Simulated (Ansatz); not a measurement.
RbSr3, space group Fm-3m, a relaxation of cell and ions

Computed with Ansatz's Python interface.

Input file `rbsr3.vasp`:
```text
RbSr3
1.0
   0.00000000    4.96750700    4.96750700
   4.96750700    0.00000000    4.96750700
   4.96750700    4.96750700    0.00000000
Rb Sr
1 3
Direct
   0.00000000    0.00000000    0.00000000
   0.25000000    0.25000000    0.25000000
   0.75000000    0.75000000    0.75000000
   0.50000000    0.50000000    0.50000000
```

Notebook, run cell by cell (the value of a cell's last expression is shown):

In [1]:
```python
import ansatz as az
from ase import Atoms
from ase.data import atomic_numbers
from ase.io import read
from ase.io import write
from ase.neighborlist import neighbor_list
import numpy as np
import spglib
```

In [2]:
```python
def edges_and_angles(cell):
    cell = np.asarray(cell)
    a, b, c = np.linalg.norm(cell, axis=1)
    cosines = cell[1] @ cell[2] / (b * c), cell[0] @ cell[2] / (a * c), cell[0] @ cell[1] / (a * b)
    return (a, b, c, *np.degrees(np.arccos(cosines)))
```

In [3]:
```python
atoms = read("rbsr3.vasp", format="vasp")
cell = az.Crystal.from_ase(atoms)

# part of the cell is held
model = cell.calculation()
model = model.functional("pbesol")
model = model.occupations("fermi_dirac", width=150 * az.meV).kpoints(4, center="gamma")
model = model.relax(force_tolerance=0.005, max_steps=100, fix_cell=["c", "angles"])
steps = []
```

In [4]:
```python
def follow(event):
    if event["event"] != "relax_step":
        return
    row = event["data"]
    steps.append(row)
    print(f"step {row['step']:3d}  E = {row['lagrangian_ev']:.5f} eV  largest force component = {row['allowed_force_max_ev_ang']:.4f} eV/A  P = {row['pressure_gpa']:.3f} GPa")
```

In [5]:
```python
res = model.session().plan(threads=1).execute(on_event=follow)
data = res.report

data["kpoints_frac"][:4]
```
```text
DeckWarning: basis.ecutwfc = 420 eV, auto-derived from the records' recommended cutoffs: set by Rb (normal level)
DeckWarning: crystal.symmetry: narrowed to the stabiliser of the fixed cell quantities (relax.cell.fix) — unitary ops 48 → 4. The narrowing is safe, since a smaller group never makes results wrong: the run goes on under it, on as many k-points as the starting [...]
step   1  E = -13693.23858 eV  largest force component = 0.0000 eV/A  P = -0.522 GPa
step   2  E = -13693.24697 eV  largest force component = 0.0002 eV/A  P = -0.431 GPa
step   3  E = -13693.25668 eV  largest force component = 0.0008 eV/A  P = -0.138 GPa
step   4  E = -13693.25658 eV  largest force component = 0.0008 eV/A  P = -0.138 GPa
```
Out [5]:
```text
[[0.0, 0.0, 0.0], [0.0, 0.0, 0.25], [0.0, 0.0, -0.5], [0.0, 0.25, 0.0]]
```

In [6]:
```python
data["kweights"]
```
Out [6]:
```text
[0.015625, 0.03125, 0.015625, 0.0625, 0.0625, 0.0625, 0.0625, 0.03125, 0.0625, 0.03125, 0.03125,
 0.03125, 0.03125, 0.03125, 0.0625, 0.0625, 0.0625, 0.0625, 0.03125, 0.0625, 0.03125, 0.015625,
 0.03125, 0.015625]
```

In [7]:
```python
data["n_electrons"]
```
Out [7]:
```text
39.0
```

In [8]:
```python
first, last = steps[0], steps[-1]
symbols = [site.symbol for site in res.lattice.sites]
print(f"energy gained {first['lagrangian_ev'] - last['lagrangian_ev']:.4f} eV in {len(steps) - 1} steps")
for label, vectors in (("before", first["cell_ang"]), ("after", res.lattice.cell_ang)):
    print(label, "a b c (A) {:.4f} {:.4f} {:.4f}  angles {:.2f} {:.2f} {:.2f}".format(*edges_and_angles(vectors)), f" V = {abs(np.linalg.det(vectors)):.3f} A^3")
print("final stress xx yy zz (GPa, compression positive):", np.round(np.diag(data["stress_gpa"]), 3) + 0.0)
```
```text
energy gained 0.0180 eV in 3 steps
before a b c (A) 7.0251 7.0251 7.0251  angles 60.00 60.00 60.00  V = 245.158 A^3
after a b c (A) 6.8604 6.8604 7.0251  angles 60.00 60.00 60.00  V = 233.796 A^3
final stress xx yy zz (GPa, compression positive): [-0.148 -0.148 -0.118]
```

In [9]:
```python
fractions = [site.position_frac for site in res.lattice.sites]
numbers = [atomic_numbers[s] for s in symbols]
for tolerance in (1e-3, 1e-2, 1e-1):
    print(f"space group at {tolerance} A:", spglib.get_spacegroup((res.lattice.cell_ang, fractions, numbers), symprec=tolerance))
```
```text
space group at 0.001 A: C2/m (12)
space group at 0.01 A: C2/m (12)
space group at 0.1 A: Immm (71)
```

In [10]:
```python
relaxed = Atoms(symbols, positions=[site.position_ang for site in res.lattice.sites], cell=res.lattice.cell_ang, pbc=True)
write("relaxed.cif", relaxed, format="cif")
```

In [11]:
```python
final = Atoms(symbols, positions=last["positions_ang"], cell=res.lattice.cell_ang, pbc=True)
i, j, d = neighbor_list("ijd", final, 4.5)
print("neighbours within 1.2 times the shortest distance of each atom (A)")
for atom in range(len(final)):
    near = [m for m in np.argsort(d) if i[m] == atom]
    shell = [m for m in near if d[m] < 1.2 * d[near[0]]]
    print(f"{symbols[atom]}{atom} ({len(shell)}):", ", ".join(f"{symbols[j[m]]} {d[m]:.3f}" for m in shell))
```
```text
neighbours within 1.2 times the shortest distance of each atom (A)
Rb0 (8): Sr 4.201, Sr 4.201, Sr 4.201, Sr 4.201, Sr 4.235, Sr 4.235, Sr 4.303, Sr 4.303
Sr1 (8): Rb 4.201, Rb 4.201, Sr 4.202, Sr 4.202, Sr 4.235, Rb 4.235, Sr 4.302, Rb 4.303
Sr2 (8): Rb 4.201, Rb 4.201, Sr 4.202, Sr 4.202, Sr 4.235, Rb 4.235, Sr 4.302, Rb 4.303
Sr3 (8): Sr 4.202, Sr 4.202, Sr 4.202, Sr 4.202, Sr 4.235, Sr 4.235, Sr 4.302, Sr 4.302
```

In [12]:
```python
print("relaxed fractional positions")
for site in res.lattice.sites:
    print(f"  {site.symbol:2s}", " ".join(f"{v % 1:8.5f}" for v in np.round(site.position_frac, 5)))
```
```text
relaxed fractional positions
  Rb  0.00000  0.00000  0.00000
  Sr  0.25008  0.25008  0.24985
  Sr  0.74992  0.74992  0.75015
  Sr  0.50000  0.50000  0.50000
```

In [13]:
```python
print(f"free energy      {data['free_energy_ev']:.5f} eV")
print(f"per atom         {data['free_energy_ev'] / len(res.lattice.sites):.5f} eV")
print(f"SCF iterations   {data['n_iterations']}  (converged: {data['converged']})")
```
```text
free energy      -13693.25658 eV
per atom         -3423.31415 eV
SCF iterations   6  (converged: True)
```

In [14]:
```python
print("doubts on the final state:", data["published_state_doubts"] or "none")
print("warnings:", sorted({n["data"]["kind"] for n in res.notices if n["data"].get("severity") in ("warning", "doubt")}) or "none")
```
```text
doubts on the final state: none
warnings: none
```

It writes `relaxed.cif`:
```cif
data_image0
_chemical_formula_structural       RbSr3
_chemical_formula_sum              "Rb1 Sr3"
_cell_length_a       6.860391588835515
_cell_length_b       6.860391588835515
_cell_length_c       7.0251157705832865
_cell_angle_alpha    60.00000000000001
_cell_angle_beta     60.00000000000001
_cell_angle_gamma    59.99999999999999

_space_group_name_H-M_alt    "P 1"
_space_group_IT_number       1

loop_
  _space_group_symop_operation_xyz
  'x, y, z'

loop_
  _atom_site_type_symbol
  _atom_site_label
  _atom_site_symmetry_multiplicity
  _atom_site_fract_x
  _atom_site_fract_y
  _atom_site_fract_z
  _atom_site_occupancy
  Rb  Rb1       1.0  0.0  1.3640759404830713e-21  1.3641591996121365e-21  1.0000
  Sr  Sr1       1.0  0.25007940151511276  0.25007940151511276  0.2498473699802152  1.0000
  Sr  Sr2       1.0  0.749920598484887  0.7499205984848869  0.7501526300197849  1.0000
  Sr  Sr3       1.0  0.5000000000000001  0.49999999999999994  0.49999999999999994  1.0000
```

Absolute energies stand on the zero of these potentials, so only differences at equal settings mean something. Forces vanish by symmetry, so the ions can't move, and the end may be a saddle. Part of the cell is held or a pressure is applied, so the end point needn't be the zero-pressure lattice. The mesh is modest for a metal, so energies can be off by several to tens of meV an atom and pressures by half a GPa or more; differences at equal mesh fare better. Energies along a relaxation are free energies. Rows at an unchanged volume are solved on a plane-wave basis chosen afresh for that cell, so the energy jumps there and such rows are no steps of the walk. The smearing is wide enough that free energy and stress hold a thermal part of the electrons. Edges and angles are those of the cell as typed, here a primitive one, not of the conventional cell. The cell relaxed to the group C2/m; tensors and edges are in the axes of the typed cell. The structure comes from a database of computed cells and needn't be a stable or known phase. Warnings are shown shortened and without file and line. Run time: 9.3 s on 1 thread of AMD EPYC 9R45 96-Core Processor (Zen 5), with other jobs on the host, peak memory 0.66 GiB.

(Lines on the test bed's own set-up are left out of the output.)
